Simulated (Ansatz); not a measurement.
# GaB (P4/mmm) in Ansatz: a series of runs

The runs below take GaB through relaxation of cell and atoms, with PBE.

Program: Ansatz 0.2.0. These are calculated values, not measurements. Logs are shortened: lines on timing, memory, paths and dates and some standing lists are left out, and cuts for length are marked.

## 1. The crystal as given

The structure is tetragonal, space group P4/mmm (No. 123). Conventional cell: a = 2.718 Å, b = 2.718 Å, c = 3.236 Å, α = 90.00°, β = 90.00°, γ = 90.00°. Ga (site symmetry 4/mmm) is surrounded by 8 B at 2.51 Å and 4 Ga at 2.72 Å. Around B (site symmetry 4/mmm) lie 8 Ga at 2.51 Å and 4 B at 2.72 Å.

The cell was built by a generator and needn't be a form met in nature.

## 2. Relaxation of cell and atoms, PBE

Input file input.yaml:

```yaml
crystal:
  lattice:
    - [2.71824, 0.0, 0.0]
    - [0.0, 2.71824, 0.0]
    - [0.0, 0.0, 3.23621]
  atoms:
    - { symbol: Ga, position: [0.5, 0.5, 0.5] }
    - { symbol: B, position: [0.0, 0.0, 0.0] }
hamiltonian:
  xc: pbe
  pseudopotentials: { kind: paw }
kpoints:
  mp_grid: { grid: [10, 10, 8] }
scf:
  occupations: { method: fermi_dirac, width: 0.05 }
output:
  forces: true
  stress: true
  eigenvalues: true
relax:
  f_tol: 0.01
  max_steps: 40
  cell: { stress_tol: 0.05 }
```

Potentials or basis: Ansatz PAW.

The run is started by

```
ansatz run input.yaml --threads 2 --pin off --max-ram 5632MiB --backend cpu --events-out ev --progress --plain --runs-dir out
```

Standard output:

```text
Warning: RAYON_NUM_THREADS=2 ignored (pool sized by the plan → 2); use --threads N
Engine: ansatz 0.2.0, x86_64-unknown-linux-gnu
Pseudopotentials: kind: paw
Pseudopotential: Ga, paw, valence charge 13, recommended cutoff 420 eV (normal), Ga.paw.azcp
Pseudopotential: B, paw, valence charge 3, recommended cutoff 420 eV (normal), B.paw.azcp
Functional definition: PBE
  parameter kappa = 0.804
  parameter beta = 0.06672455060314922
  exchange = pbe_x(kappa = kappa, mu = beta*pi^2/3)
  correlation = pbe_c(beta = beta)
Crystal: 2 atoms, lattice volume = 23.912 Å³
Basis set: ecut = 420 eV, 471 PW (Γ), exchange–correlation on 40×40×48 points (8 copies of the dense FFT grid, shifted against one another)
Bands: 12, of which v1, the nominal top of the filled ones, is band 8 counted from 1 (7 counted from 0)
Symmetry: 16 space group operations
Space group: P4/mmm (ITA 123), of the structure as read, at distance tolerance 2.9e-5 Å
k-points: 105 of 800
Non-local potential: Ga, projectors of the file, l = 0: 2, l = 1: 2, l = 2: 3, l = 3: 1
Non-local potential: B, projectors of the file, l = 0: 2, l = 1: 2, l = 2: 1
PAW form: soft (Blöchl's): semilocal exchange-correlation on the pseudo side does not see the compensation charge
PAW one-centre angular grid: Ga, 590 points (default); XC on 64 Gauss nodes
PAW one-centre angular grid: B, 110 points (default); XC on 64 Gauss nodes
Initial density: superposition of atomic densities (neutral atoms: chi_scale 0, normalization atom), corrected by the library's trained network
Initial wavefunctions: pseudopotential atomic-orbital guess
Functional: x = pbe(κ = 0.804, μ = 0.2195149727645171), c = pbe(β = 0.06672455060314922)
SCF iter   1: F=—  HF=-3936.477271 eV  |F-HF|=—  |Δ(HF+E_count)|=         —  Δρ=3.84e-3  dr2=2.50e-3  ethr=1.77e-3  ⟨swp⟩=5.1  Hψ=6549  notcnv=0
preconditioner: auto → none  [metal: Δε(μ)=0.065 eV  Ē_g=16.549 eV  σ=0.050 eV  W_gap=0.31  n_scr=6 (ndim 8)  ℏωp=30.4 eV  f_vac=0.000  D(μ)=0.62/eV (n_scr^D=2)  sad-step TF]
SCF iter   2: F=—  HF=-3936.476736 eV  |F-HF|=—  |Δ(HF+E_count)|=   5.35e-4  Δρ=2.40e-3  dr2=1.02e-3  ethr=1.56e-5  ⟨swp⟩=1.3  Hψ=2133  notcnv=0
SCF iter   3: F=—  HF=-3936.476659 eV  |F-HF|=—  |Δ(HF+E_count)|=   7.73e-5  Δρ=1.01e-3  dr2=1.99e-4  ethr=6.40e-6  ⟨swp⟩=2.0  Hψ=2073  notcnv=0  defer=2
SCF iter   4: F=—  HF=-3936.476506 eV  |F-HF|=—  |Δ(HF+E_count)|=   1.53e-4  Δρ=2.07e-4  dr2=3.98e-6  ethr=1.24e-6  ⟨swp⟩=2.0  Hψ=2058  notcnv=0
SCF iter   5: F=—  HF=-3936.476508 eV  |F-HF|=—  |Δ(HF+E_count)|=   1.56e-6  Δρ=1.19e-4  dr2=1.75e-6  ethr=2.49e-8  ⟨swp⟩=2.0  Hψ=2081  notcnv=0
SCF iter   6: F=—  HF=-3936.476507 eV  |F-HF|=—  |Δ(HF+E_count)|=   1.11e-6  Δρ=4.68e-5  dr2=2.62e-7  ethr=1.09e-8  ⟨swp⟩=2.1  Hψ=1837  notcnv=0
SCF iter   7: F=-3936.476506 eV  HF=-3936.476506 eV  |F-HF|=1.53e-8  |Δ(HF+E_count)|=   1.80e-7  Δρ=1.01e-5  dr2=1.15e-8  ethr=6.25e-10  ⟨swp⟩=5.0  Hψ=5272  notcnv=0
SCF 1 converged in 7 iterations: F = -3936.476506 eV  dr2 = 1.15e-8
relax step   1: F+E_penalty+E_count = -3936.47650648 eV  Δ(F+E_penalty+E_count) = +0.000e0 eV  max|allowed force component| = 1.479e-31 eV/Å  Δτ_max = 0.0000 Å  P = -0.088 GPa  Ω = 23.912 Å³  (7 SCF iters, dr2 threshold 1.00e-7 eV, accepted)
Crystal: 2 atoms, lattice volume = 23.887 Å³
Initial density: handed on by an earlier stage of this run
Initial wavefunctions: those handed on with the density
iter 1 solved again at ethr=2.43e-7 eV; its pass at ethr=3.10e-3 eV (dr2=3.88e-5 eV) is discarded
SCF iter   1: F=—  HF=-3936.476847 eV  |F-HF|=—  |Δ(HF+E_count)|=         —  Δρ=3.75e-4  dr2=3.78e-5  ethr=2.43e-7  ⟨swp⟩=2.0  Hψ=8253  notcnv=0
preconditioner: auto → none  [metal: Δε(μ)=0.036 eV  Ē_g=16.538 eV  σ=0.050 eV  W_gap=0.18  n_scr=6 (ndim 8)  ℏωp=30.4 eV  f_vac=0.000  D(μ)=0.62/eV (n_scr^D=2)]
SCF iter   2: F=—  HF=-3936.476839 eV  |F-HF|=—  |Δ(HF+E_count)|=   7.72e-6  Δρ=1.42e-4  dr2=2.73e-6  ethr=2.36e-7  ⟨swp⟩=1.9  Hψ=1494  notcnv=0
SCF iter   3: F=—  HF=-3936.476839 eV  |F-HF|=—  |Δ(HF+E_count)|=   1.27e-7  Δρ=7.30e-5  dr2=5.93e-7  ethr=1.25e-9  ⟨swp⟩=5.5  Hψ=6150  notcnv=0
SCF iter   4: F=-3936.476839 eV  HF=-3936.476839 eV  |F-HF|=5.11e-8  |Δ(HF+E_count)|=   1.15e-7  Δρ=3.66e-5  dr2=1.57e-7  ethr=1.25e-9  ⟨swp⟩=4.9  Hψ=5668  notcnv=0
SCF 2 converged in 4 iterations: F = -3936.476839 eV  dr2 = 1.57e-7
relax step   2: F+E_penalty+E_count = -3936.47683936 eV  Δ(F+E_penalty+E_count) = -3.329e-4 eV  max|allowed force component| = 6.311e-30 eV/Å  Δτ_max = 0.0000 Å  P = +0.105 GPa  Ω = 23.887 Å³  energy of the carried Pulay correction = +2.504e-5 eV  (4 SCF iters, dr2 threshold 2.00e-7 eV, accepted)
Crystal: 2 atoms, lattice volume = 23.909 Å³
Basis set: ecut = 420 eV, 487 PW (Γ), exchange–correlation on 40×40×48 points (8 copies of the dense FFT grid, shifted against one another)
iter 1 solved again at ethr=9.01e-9 eV; its pass at ethr=3.10e-3 eV (dr2=1.44e-6 eV) is discarded
SCF iter   1: F=—  HF=-3936.476838 eV  |F-HF|=—  |Δ(HF+E_count)|=         —  Δρ=9.92e-5  dr2=1.37e-6  ethr=9.01e-9  ⟨swp⟩=2.2  Hψ=8175  notcnv=0
preconditioner: auto → none  [metal: Δε(μ)=0.011 eV  Ē_g=16.537 eV  σ=0.050 eV  W_gap=0.06  n_scr=6 (ndim 8)  ℏωp=30.4 eV  f_vac=0.000  D(μ)=0.63/eV (n_scr^D=2)]
SCF iter   2: F=—  HF=-3936.476839 eV  |F-HF|=—  |Δ(HF+E_count)|=   7.16e-7  Δρ=4.88e-5  dr2=2.73e-7  ethr=8.58e-9  ⟨swp⟩=2.3  Hψ=2035  notcnv=0
SCF iter   3: F=—  HF=-3936.476839 eV  |F-HF|=—  |Δ(HF+E_count)|=   4.03e-8  Δρ=2.01e-5  dr2=5.78e-8  ethr=1.70e-9  ⟨swp⟩=2.1  Hψ=1901  notcnv=0
SCF iter   4: F=-3936.476839 eV  HF=-3936.476839 eV  |F-HF|=1.18e-11  |Δ(HF+E_count)|=  4.43e-10  Δρ=1.67e-6  dr2=3.67e-10  ethr=3.26e-10  ⟨swp⟩=4.0  Hψ=4028  notcnv=0
SCF 3 converged in 4 iterations: F = -3936.476839 eV  dr2 = 3.67e-10
relax step   3: F+E_penalty+E_count = -3936.47683902 eV  Δ(F+E_penalty+E_count) = +3.414e-7 eV  max|allowed force component| = 9.489e-29 eV/Å  Δτ_max = 0.0000 Å  P = +0.027 GPa  Ω = 23.909 Å³  energy of the carried Pulay correction = +7.103e-6 eV  (4 SCF iters, dr2 threshold 5.22e-8 eV, accepted)
Initial wavefunctions: pseudopotential atomic-orbital guess (no wavefunctions were taken with the density)
iter 1 solved again at ethr=3.18e-8 eV; its pass at ethr=3.10e-3 eV (dr2=5.09e-6 eV) is discarded
SCF iter   1: F=—  HF=-3936.476718 eV  |F-HF|=—  |Δ(HF+E_count)|=         —  Δρ=3.95e-4  dr2=7.68e-7  ethr=3.18e-8  ⟨swp⟩=3.0  Hψ=9840  notcnv=0
preconditioner: auto → none  [metal: Δε(μ)=0.011 eV  Ē_g=16.536 eV  σ=0.050 eV  W_gap=0.05  n_scr=6 (ndim 8)  ℏωp=30.4 eV  f_vac=0.000  D(μ)=0.63/eV (n_scr^D=2)]
SCF iter   2: F=—  HF=-3936.476799 eV  |F-HF|=—  |Δ(HF+E_count)|=   8.12e-5  Δρ=1.97e-4  dr2=1.92e-7  ethr=4.80e-9  ⟨swp⟩=1.0  Hψ=1261  notcnv=0
SCF iter   3: F=—  HF=-3936.476825 eV  |F-HF|=—  |Δ(HF+E_count)|=   2.61e-5  Δρ=2.03e-6  dr2=1.57e-9  ethr=1.20e-9  ⟨swp⟩=1.0  Hψ=1260  notcnv=0
SCF iter   4: F=-3936.476825 eV  HF=-3936.476825 eV  |F-HF|=9.55e-12  |Δ(HF+E_count)|=  5.21e-10  Δρ=3.12e-7  dr2=1.69e-11  ethr=1.00e-12  ⟨swp⟩=4.2  Hψ=5751  notcnv=0
SCF 4 converged in 4 iterations: F = -3936.476825 eV  dr2 = 1.69e-11
relax step   4: F+E_penalty+E_count = -3936.47682549 eV  Δ(F+E_penalty+E_count) = +1.353e-5 eV  max|allowed force component| = 9.661e-29 eV/Å  Δτ_max = 0.0000 Å  P = +0.027 GPa  Ω = 23.909 Å³  stress off target by 3.48e-2 GPa  SCF on the basis re-selected at this cell (its energy is not comparable with the rows above)  (4 SCF iters)
basis re-selected at this cell: Δ(F+E_penalty+E_count) = +1.353e-5 eV, ΔP = +0.000 GPa vs the last step (what re-selecting the basis moved, of the pressure what is left beyond the Pulay correction that the steps carried, after the strain that the cell walked since its last selection, with what the two solves' SCF thresholds leave and, on support functions, any second-order correction that the steps lacked; it is no measure of the basis error at this ecutwfc). This SCF's stress stands 3.48e-2 GPa from its target on what of the cell is left free (relax.cell.stress_tol is 5.00e-2 GPa) and its largest allowed force component is 9.66e-29 eV/Å (relax.f_tol is 1.00e-2 eV/Å): within both
SCF converged after 4 iterations
Free energy (F): -3936.476825 eV
Harris-Foulkes:  -3936.476825 eV  (|F-HF|=9.55e-12)
Internal energy: -3936.471534 eV  (E = F + TS)
E sigma→0 (E₀):  -3936.474180 eV
Entropy (-TS):   -0.005291 eV (-2.646 meV/atom)
Fermi energy:    11.120757 eV
--- Per-component energies (eV) ---
  E_band       = -2.534076
  E_kinetic    = 156.282903
  E_local      = -1816.761692  (includes V_loc(G=0)·N_el)
  E_nonlocal   = 439.068660
  E_hartree    = 863.479147
  E_xc         = -99.453943
  E_vxc        = -93.883470  (∫ρ·V_xc dr)
  E_paw        = -2067.482846  (= ΣΔE_a)
  E_vpaw       = -414.198600  (= ΣTr[D̂ρ^β])
  E_aug_tail   = -0.000096  (compensation charges beyond the density's cutoff)
  E_ewald      = -1411.603665
  E_smearing   = -0.005291  (= −TS)
  E_closure    = -0.000000  (closes the sum)
  Σ components = -3936.476825   (vs F -3936.476825, Δ=0.00e0)
--- Forces (eV/Å), atoms counted from 1 ---
  atom   1  Ga    -0.00000000    -0.00000000     0.00000000
  atom   2  B      0.00000000     0.00000000     0.00000000
  max |Σ_I F_I| component: 1.70e-28 eV/Å
--- Stress (GPa, compression-positive) ---
        0.034818       0.000000       0.000000
        0.000000       0.034818       0.000000
        0.000000       0.000000       0.012503
  P = ⅓ Tr σ = 0.0274 GPa (0.274 kbar)
--- Band table (eV; the first three rows and the last of 105) ---
  k-point 0: bands = ["-4.1640", "-4.0124", "-3.7010", "-3.7010", "-3.6571", "-2.1988", "9.5662", "13.1769", "13.7430", "13.7430", "20.1504", "20.5751"]
  k-point 1: bands = ["-4.1620", "-4.0004", "-3.7082", "-3.7082", "-3.6567", "-1.9813", "7.9176", "13.9244", "13.9244", "14.8775", "20.4671", "20.7700"]
  k-point 2: bands = ["-4.1572", "-3.9740", "-3.7255", "-3.7255", "-3.6557", "-1.3257", "5.4571", "14.4253", "14.4253", "17.1514", "21.3419", "21.3561"]
  k-point 104: bands = ["-4.1050", "-3.9824", "-3.9824", "-3.6121", "-3.5086", "9.0992", "9.8111", "9.8111", "10.6903", "11.2713", "11.2713", "12.4274"]
--- Relaxed structure (3 steps of the walk, 3 accepted, 1 SCFs on fresh bases) ---
  F+E_penalty+E_count = -3936.47682549 eV   max|allowed force component| = 9.661e-29 eV/Å   (the final SCF, on the basis selected at the relaxed cell)
  cell:  # Å, volume = 23.9093 Å³
    - [2.7252348354900424, 9.085751569654871e-35, 0.0]
    - [9.085751569654871e-35, 2.7252348354900424, 0.0]
    - [0.0, 0.0, 3.219283001259663]
  atoms:
    - { symbol: Ga, position: [0.5, 0.5, 0.5000000000000001] }
    - { symbol: B, position: [-5.5353197990336686e-37, 1.3838299497584171e-37, 0.0] }
```

It took 3.9 s on 2 threads of Intel Xeon Platinum 8375C at 2.90GHz (Ice Lake), shared host; peak memory 0.39 GiB.

What came out:

```
Free energy                            : -3936.4768 eV
Relaxed volume                         : 11.95 Å³/atom
Relaxed cell                           : a = 2.725 Å, b = 2.725 Å, c = 3.219 Å, α = 90.00°, β = 90.00°, γ = 90.00°
Space group after relaxing (to 0.05 Å) : P4/mmm (No. 123)
Energy gained by relaxing              : 0.2 meV/atom
Ionic steps                            : 4
Pressure after relaxing                : 0.0 GPa
Band gap on the k mesh                 : none (metal or under the smearing width)
```

Step by step:
```
step  energy change (eV)  largest force (eV/Å)  volume (Å³)
   1              0.0000                0.0000        23.91
   2             -0.0003                0.0000        23.89
   3             -0.0003                0.0000        23.91
   4             -0.0003                0.0000        23.91
```

Final structure:
```cif
data_structure
_symmetry_space_group_name_H-M 'P 1'
_symmetry_Int_Tables_number 1
_cell_length_a 2.7252
_cell_length_b 2.7252
_cell_length_c 3.2193
_cell_angle_alpha 90.000
_cell_angle_beta 90.000
_cell_angle_gamma 90.000
_cell_volume 23.91
loop_
_atom_site_label
_atom_site_type_symbol
_atom_site_fract_x
_atom_site_fract_y
_atom_site_fract_z
_atom_site_occupancy
Ga1 Ga 0.50000 0.50000 0.50000 1
B1 B 0.00000 0.00000 0.00000 1
```

Caveat: the plane-wave basis is chosen anew once the cell has moved, so the energies of steps on either side of that aren't comparable.

## 3. Relaxation of cell and atoms, PBE, target pressure 2 GPa, at which the enthalpy is minimised

Edit input.yaml of step 2 so:

```diff
@@ -19,2 +19,6 @@
   eigenvalues: true
+  write_density: true
+  write_potential: true
+  elf: true
+  volumetric_format: npy
 relax:
@@ -22,2 +26,2 @@
   max_steps: 40
-  cell: { stress_tol: 0.05 }
+  cell: { stress_tol: 0.05, p_target: 2.0 }
```

Potentials or basis: Ansatz PAW.

The run is started by

```
ansatz run input.yaml --threads 2 --pin off --max-ram 5632MiB --backend cpu --events-out ev --progress --plain --runs-dir out
```

Run time: 4.9 s. Hardware: 2 threads of Intel Xeon Platinum 8375C at 2.90GHz (Ice Lake), shared host; peak memory 0.4 GiB.

Results (log left out):

```
Free energy                                            : -3936.4740 eV
Relaxed volume                                         : 11.73 Å³/atom
Relaxed cell                                           : a = 2.705 Å, b = 2.705 Å, c = 3.207 Å, α = 90.00°, β = 90.00°, γ = 90.00°
Space group after relaxing (to 0.05 Å)                 : P4/mmm (No. 123)
Energy change on relaxing (the enthalpy is what falls) : +1.2 meV/atom
Ionic steps                                            : 5
Pressure after relaxing                                : 2.0 GPa
Band gap on the k mesh                                 : none (metal or under the smearing width)
```

Step by step:
| step | energy change (eV) | largest force (eV/Å) | volume (Å³) |
| --- | --- | --- | --- |
| 1 | 0.0000 | 0.0000 | 23.91 |
| 2 | 0.0018 | 0.0000 | 23.49 |
| 3 | 0.0020 | 0.0000 | 23.47 |
| 4 | 0.0021 | 0.0000 | 23.46 |
| 5 | 0.0025 | 0.0000 | 23.46 |

Final structure:
```yaml
crystal:
  lattice:
    - [2.70461, 0.00000, 0.00000]
    - [0.00000, 2.70461, 0.00000]
    - [0.00000, 0.00000, 3.20708]
  atoms:
    - { symbol: Ga, position: [0.50000, 0.50000, 0.50000] }
    - { symbol: B, position: [0.00000, 0.00000, 0.00000] }
```

Levels at points of the mesh, in eV from the Fermi level:
| k point | band 5 | band 6 | band 7 | band 8 | band 9 | band 10 | band 11 | band 12 |
| --- | --- | --- | --- | --- | --- | --- | --- | --- |
| (0.00, 0.00, 0.00) | -14.79 | -13.49 | -1.65 | 2.10 | 2.69 | 2.69 | 9.21 | 9.56 |
| (0.00, 0.00, -0.50) | -14.78 | -10.02 | -9.94 | 4.38 | 4.38 | 8.17 | 9.72 | 9.72 |
| (0.00, -0.50, 0.00) | -14.81 | -8.73 | -8.34 | 1.96 | 5.11 | 5.71 | 5.71 | 5.73 |
| (0.00, -0.50, -0.50) | -14.73 | -5.55 | -5.42 | -5.05 | -4.20 | 5.52 | 10.43 | 12.11 |
| (-0.50, -0.50, 0.00) | -14.63 | -4.57 | -4.57 | -3.54 | -1.94 | 3.33 | 7.84 | 7.84 |
| (-0.50, -0.50, -0.50) | -14.63 | -1.95 | -1.35 | -1.35 | -0.44 | 0.13 | 0.13 | 1.47 |

Caveat: the plane-wave basis is chosen anew once the cell has moved, so the energies of steps on either side of that aren't comparable.

## 4. Relaxation of cell and atoms, PBE, target pressure 5 GPa, at which the enthalpy is minimised

Edit input.yaml of step 3 so:

```diff
@@ -19,6 +19,2 @@
   eigenvalues: true
-  write_density: true
-  write_potential: true
-  elf: true
-  volumetric_format: npy
 relax:
@@ -26,2 +22,2 @@
   max_steps: 40
-  cell: { stress_tol: 0.05, p_target: 2.0 }
+  cell: { stress_tol: 0.05, p_target: 5.0 }
```

The run is started by

```
ansatz run input.yaml --threads 2 --pin off --max-ram 5632MiB --backend cpu --events-out ev --progress --plain --runs-dir out
```

It took 5.5 s on 2 threads of Intel Xeon Platinum 8375C at 2.90GHz (Ice Lake), shared host; peak memory 0.4 GiB.

Results (log left out):

* Free energy: -3936.4605 eV
* Relaxed volume: 11.42 Å³/atom
* Relaxed cell: a = 2.671 Å, b = 2.671 Å, c = 3.200 Å, α = 90.00°, β = 90.00°, γ = 90.00°
* Space group after relaxing (to 0.05 Å): P4/mmm (No. 123)
* Energy change on relaxing (the enthalpy is what falls): +8.0 meV/atom
* Ionic steps: 6
* Pressure after relaxing: 5.0 GPa
* Band gap on the k mesh: none (metal or under the smearing width)

The path:
```
step  energy change (eV)  largest force (eV/Å)  volume (Å³)
   1              0.0000                0.0000        23.91
   2              0.0140                0.0000        22.90
   3              0.0142                0.0000        22.87
   4              0.0149                0.0000        22.84
   5              0.0152                0.0000        22.83
   6              0.0160                0.0000        22.83
```

Final structure:
```xyz
2
Lattice="2.6714 0.0000 0.0000 0.0000 2.6714 0.0000 0.0000 0.0000 3.1996" Properties=species:S:1:pos:R:3 pbc="T T T"
Ga    1.3357    1.3357    1.5998
B     0.0000    0.0000    0.0000
```

Levels at points of the mesh, in eV from the Fermi level:
```csv
k point,band 4,band 5,band 6,band 7,band 8,band 9,band 10,band 11,band 12
"(0.00, 0.00, 0.00)",-14.85,-14.80,-13.74,-1.86,2.06,2.83,2.83,9.56,9.76
"(0.00, 0.00, -0.50)",-14.90,-14.80,-10.25,-10.16,4.52,4.52,8.44,10.00,10.00
"(0.00, -0.50, 0.00)",-14.93,-14.83,-8.86,-8.44,1.90,5.31,5.68,5.72,5.77
"(0.00, -0.50, -0.50)",-14.87,-14.74,-5.72,-5.58,-5.07,-4.22,5.71,10.64,12.46
"(-0.50, -0.50, 0.00)",-14.92,-14.63,-4.66,-4.66,-3.43,-1.79,3.34,7.86,7.86
"(-0.50, -0.50, -0.50)",-14.76,-14.63,-1.83,-1.40,-1.40,-0.42,0.09,0.09,1.59
```

Caveat: the plane-wave basis is chosen anew once the cell has moved, so the energies of steps on either side of that aren't comparable.

## 5. The runs side by side

```tsv
cell	target pressure (GPa)	gap on the mesh (eV)	pressure (GPa)
relaxed	0	none	0.0
relaxed to 2 GPa	2	none	2.0
relaxed to 5 GPa	5	none	5.0
```

Alike in all rows: task relaxation of cell and atoms; level PBE; potentials or basis Ansatz PAW; no spin polarisation; k mesh 10 × 10 × 8; cutoff (eV) 420; smearing fermi-dirac 0.05 eV.

Caveats: the plane-wave basis is chosen anew once the cell has moved, so the energies of steps on either side of that aren't comparable.

Absolute energies hang on the potentials; compare differences alone.
